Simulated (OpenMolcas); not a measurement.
# Ru⁴⁺ among point charges: CASSCF and CASPT2 levels and susceptibility

Aim: the splitting of the states of Ru⁴⁺ in the field of 8 point charges, its lowest levels with spin-orbit coupling and its magnetic susceptibility.

Program: OpenMolcas 26.06. Level of theory: state-averaged CASSCF and CASPT2, spin-orbit coupling by RASSI with atomic mean-field integrals. These are calculated values, not measurements, unless marked.

## (1) Starting point

```
Species                           : Ru⁴⁺ (ruthenium, Z = 44, 40 electrons)
Basis                             : ANO-RCC-VDZP [6s5p3d1f], 43 functions
Scalar Hamiltonian                : DKH2, point nucleus
Inactive shells                   : 1s 2s 2p 3s 3p 3d 4s 4p
Active space                      : 4 electrons in 5 orbitals (4d)
Some configurations of this space : 4d4
Orbitals                          : optimised for each spin and parity, averaged over all roots
```

The outer shells:

4d4
```
4d [↑ ][↑ ][↑ ][↑ ][  ]
```

The ion sits among 8 point charges of -1.2 e arranged as a cube (Oh), 2.27 Å from the ion.

Each step is its own input file, run in one work folder so that later steps find the files of earlier ones. Labels, J, g values, rates, χT and fits are worked out afterwards by a script from the matrices that RASSI stores. The input lists half of the charges; inversion (Group=XYZ) makes the rest.

## (2) One- and two-electron integrals

a.inp reads:

```
&GATEWAY
Coord
1

Ru 0.0 0.0 0.0
Basis=ANO-RCC-VDZP
Group=XYZ
NoMove
AngMom=0.0 0.0 0.0
AMFI
XField
4 Angstrom 0
1.310585 1.310585 1.310585 -1.200000
1.310585 1.310585 -1.310585 -1.200000
1.310585 -1.310585 1.310585 -1.200000
1.310585 -1.310585 -1.310585 -1.200000
&SEWARD
```

The run is started by

```
$ OMP_NUM_THREADS=1 MOLCAS_MEM=1689 MOLCAS_PROJECT=a pymolcas a.inp > a.log
```

Standard output:

```text
Basis set label: RU.ANO-RCC...6S5P3D1F.

      Electronic valence basis set:
      ------------------
      Associated Effective Charge  44.000000 au
      Associated Actual Charge     44.000000 au
      Nuclear Model: Point charge

      Shell  nPrim  nBasis  Cartesian Spherical Contaminant
         s      21       6        X
         p      18       5        X
         d      13       3                 X
         f       6       1                 X
                  Relativistic Douglas-Kroll-Hess integrals:
                    - DKH order of Hamiltonian: 2
                    - DKH order of Properties : 0
                  Atomic mean-field integrals
```

## (3) Reference wave functions, quintets of even parity, 5 roots

a.inp reads:

```
&RASSCF
FileOrb=start.orb
Symmetry=1
Spin=5
nActEl=4 0 0
Inactive=9 9
Ras2=5 0
CIRoot=5 5 1
SDav=5
CIMx=300
Iter=120 100
PrWF=0.3
OrbListing=Nothing
MaxOrb=0
>>> COPY $Project.JobIph JOB001
```

start.orb holds the contracted functions of the basis, ordered by shell, or the orbitals of the step before.

Standard output, cut to the lines that bear on the results:

```text
[...]
      Number of active orbitals                  5
[...]
      Spin quantum number                      2.0
[...]
      Active orbitals                            5   0
[...]
      Number of CSFs                             5
      Number of root(s) required                 5
[...]
      Convergence after  7 iterations
[...]
      Natural orbitals and occupation numbers for root  1
      sym 1:   1.000000   0.000000   1.000000   1.000000   1.000000
      Natural orbitals and occupation numbers for root  2
      sym 1:   0.000000   1.000000   1.000000   1.000000   1.000000
      Natural orbitals and occupation numbers for root  3
      sym 1:   0.000000   1.000000   1.000000   1.000000   1.000000
::    RASSCF root number  1 Total energy:  -4532.87861984
::    RASSCF root number  2 Total energy:  -4532.87861984
::    RASSCF root number  3 Total energy:  -4532.87861984
::    RASSCF root number  4 Total energy:  -4532.86819222
::    RASSCF root number  5 Total energy:  -4532.86819222
```

## (4) Reference wave functions, triplets of even parity, 45 roots

a.inp reads:

```
&RASSCF
FileOrb=start.orb
Symmetry=1
Spin=3
nActEl=4 0 0
Inactive=9 9
Ras2=5 0
CIRoot=45 45 1
SDav=45
CIMx=300
Iter=120 100
PrWF=0.3
OrbListing=Nothing
MaxOrb=0
>>> COPY $Project.JobIph JOB002
```

The run is started by

```
$ OMP_NUM_THREADS=1 MOLCAS_MEM=1689 MOLCAS_PROJECT=a pymolcas a.inp > a.log
```

Standard output, cut to the lines that bear on the results:

```text
[...]
      Number of active orbitals                  5
[...]
      Spin quantum number                      1.0
[...]
      Active orbitals                            5   0
[...]
      Number of CSFs                            45
      Number of root(s) required                45
[...]
      Convergence after  7 iterations
[...]
      Natural orbitals and occupation numbers for root  1
      sym 1:   0.234504   0.839502   0.966820   0.245584   1.713589
      Natural orbitals and occupation numbers for root  2
      sym 1:   0.352537   0.228484   1.573519   0.732325   1.113136
      Natural orbitals and occupation numbers for root  3
      sym 1:   0.731095   0.228390   1.571520   0.353846   1.115148
::    RASSCF root number  1 Total energy:  -4532.79551961
::    RASSCF root number  2 Total energy:  -4532.79551961
::    RASSCF root number  3 Total energy:  -4532.79551961
[...]
::    RASSCF root number 27 Total energy:  -4532.75778614
::    RASSCF root number 28 Total energy:  -4532.75655843
::    RASSCF root number 29 Total energy:  -4532.75655843
::    RASSCF root number 30 Total energy:  -4532.75655843
```

## (5) Reference wave functions, singlets of even parity, 50 roots

a.inp reads:

```
&RASSCF
FileOrb=start.orb
Symmetry=1
Spin=1
nActEl=4 0 0
Inactive=9 9
Ras2=5 0
CIRoot=50 50 1
SDav=50
CIMx=300
Iter=120 100
PrWF=0.3
OrbListing=Nothing
MaxOrb=0
>>> COPY $Project.JobIph JOB003
```

The run is started by

```
$ OMP_NUM_THREADS=1 MOLCAS_MEM=1689 MOLCAS_PROJECT=a pymolcas a.inp > a.log
```

Standard output, cut to the lines that bear on the results:

```text
[...]
      Number of active orbitals                  5
[...]
      Spin quantum number                      0.0
[...]
      Active orbitals                            5   0
[...]
      Number of CSFs                            50
      Number of root(s) required                50
[...]
      Convergence after  7 iterations
[...]
      Natural orbitals and occupation numbers for root  1
      sym 1:   1.818954   0.120697   0.120697   0.120697   1.818954
      Natural orbitals and occupation numbers for root  2
      sym 1:   0.784514   0.084080   1.198326   0.299472   1.633607
      Natural orbitals and occupation numbers for root  3
      sym 1:   0.084082   0.992742   1.006298   0.091293   1.825584
::    RASSCF root number  1 Total energy:  -4532.76063628
::    RASSCF root number  2 Total energy:  -4532.75372991
::    RASSCF root number  3 Total energy:  -4532.75372991
[...]
::    RASSCF root number 27 Total energy:  -4532.69482605
::    RASSCF root number 28 Total energy:  -4532.69482605
::    RASSCF root number 29 Total energy:  -4532.67935214
::    RASSCF root number 30 Total energy:  -4532.67688976
```

## (6) State interaction with spin-orbit coupling

a.inp reads:

```
&RASSI
NrOfJobIphs=3 5 45 50
1 2 3 4 5
1 2 3 4 5 6 7 8 9 10 11 12 13 14 15 16 17 18 19 20 21 22 23 24 25 26 27
28 29 30 31 32 33 34 35 36 37 38 39 40 41 42 43 44 45
1 2 3 4 5 6 7 8 9 10 11 12 13 14 15 16 17 18 19 20 21 22 23 24 25 26 27
28 29 30 31 32 33 34 35 36 37 38 39 40 41 42 43 44 45 46 47 48 49 50
IphNames
JOB001
JOB002
JOB003
EJob
SpinOrbit
DIPRint=1.0
SOCoupling=1000.0
Subsets=2
Property=9
'ANGMOM' 1 'ANGMOM' 2 'ANGMOM' 3 'MLTPL  1' 1 'MLTPL  1' 2 'MLTPL  1' 3
'AMFI' 1 'AMFI' 2 'AMFI' 3
SOProperty=3
'ANGMOM' 1 'ANGMOM' 2 'ANGMOM' 3
```

Standard output, cut to the lines that bear on the results:

```text
SPIN-FREE ENERGIES:
  (Shifted by EMIN (a.u.) =      -4532.8786198449)
 SF State       Relative EMIN(au)   Rel lowest level(eV)    D:o, cm**(-1)      L_eff
     1             0.0000000000        0.0000000000              0.0000         2.0
     2             0.0000000000        0.0000000000              0.0000         2.0
     3             0.0000000000        0.0000000000              0.0000         2.0
     4             0.0104276207        0.2837500145           2288.5982         2.0
     5             0.0104276207        0.2837500145           2288.5982         2.0
     6             0.0831002312        2.2612724890          18238.3926         4.5
     7             0.0831002312        2.2612724890          18238.3926         4.5
     8             0.0831002312        2.2612724890          18238.3926         4.5
     9             0.0875425748        2.3821548152          19213.3743         4.8
    10             0.0875425748        2.3821548152          19213.3743         4.8
[...]
Eigenvalues of complex Hamiltonian:
   -----------------------------------
  (Shifted by EMIN (a.u.) =      -4532.8786198449)
 SO State       Relative EMIN(au)   Rel lowest level(eV)    D:o, cm**(-1)     J-value
     1            -0.0089308077        0.0000000000              0.0000         0.5
     2            -0.0069713724        0.0533189503            430.0463         1.1
     3            -0.0069713724        0.0533189503            430.0463         1.1
     4            -0.0069713724        0.0533189503            430.0463         1.1
     5            -0.0045942837        0.1180028311            951.7570         1.3
     6            -0.0045942837        0.1180028311            951.7570         1.9
     7            -0.0045942837        0.1180028311            951.7570         1.9
     8            -0.0020444199        0.1873881588           1511.3874         2.2
     9            -0.0020444199        0.1873881588           1511.3874         1.7
    10            -0.0001273107        0.2395553563           1932.1443         2.2
    11            -0.0001273107        0.2395553563           1932.1443         2.2
[...]
```

These steps took 25 s in all on 1 thread of Intel Xeon Platinum 8559C (Emerald Rapids), shared host.

States without spin-orbit coupling:

```
state  degeneracy  E (cm-1)  free-ion L (%)
  5T2           3         0         D (100)
   5E           2      2289         D (100)
  3T1           3     18238          H (79)
  3T2           3     19213          H (90)
  3T1           3     20222          H (72)
   3E           2     21070          H (97)
  3T1           3     22435          P (68)
  3T2           3     22743          G (50)
  3T1           3     23877          F (50)
  3A2           1     24157         F (100)
  3T2           3     24485          F (49)
   3E           2     25285          G (96)
  1A1           1     25894          I (58)
  3A1           1     26520         G (100)
  3T1           3     26789          G (68)
  1T1           3     27410          I (75)
  1T2           3     28842          I (97)
   1E           2     30251          G (50)
  1A2           1     30809          I (99)
  1A1           1     30891          G (51)
  1T2           3     30963          I (89)
  3T2           3     31173          D (98)
  1T1           3     31594          G (75)
   1E           2     32530          G (50)
```

With spin-orbit coupling:

```tsv
E (cm-1)	Degeneracy	Label	2S+1
0.0	1	A1	5
430.0	3	T1	5
951.8	3	T2	5
1511	2	E	5
1932	3	T1	5
2517	3	T2	5
4055	1	A2	5
4318	3	T2	5
4489	2	E	5
4570	3	T1	5
4649	1	A1	5
17811	1	A1	3
19250	3	T1	3
19370	2	E	3
20073	3	T2	3
20286	3	T1	3
20830	3	T2	3
21177	1	A2	3
21219	2	E	3
21371	3	T1	3
21374	1	A1	3
21448	3	T2	3
21478	2	E	3
22437	1	A1	3
```

The table of states holds 24 of 43 computed; the rest, higher up, is left out.

Powder χT (cm³ K/mol): 0.01 at 2 K, 0.01 at 5 K, 0.03 at 10 K, 0.06 at 20 K, 0.15 at 50 K, 0.30 at 100 K, 0.45 at 150 K, 0.59 at 200 K, 0.72 at 250 K, 0.82 at 300 K.

(Part 1 of 2 ends here.)
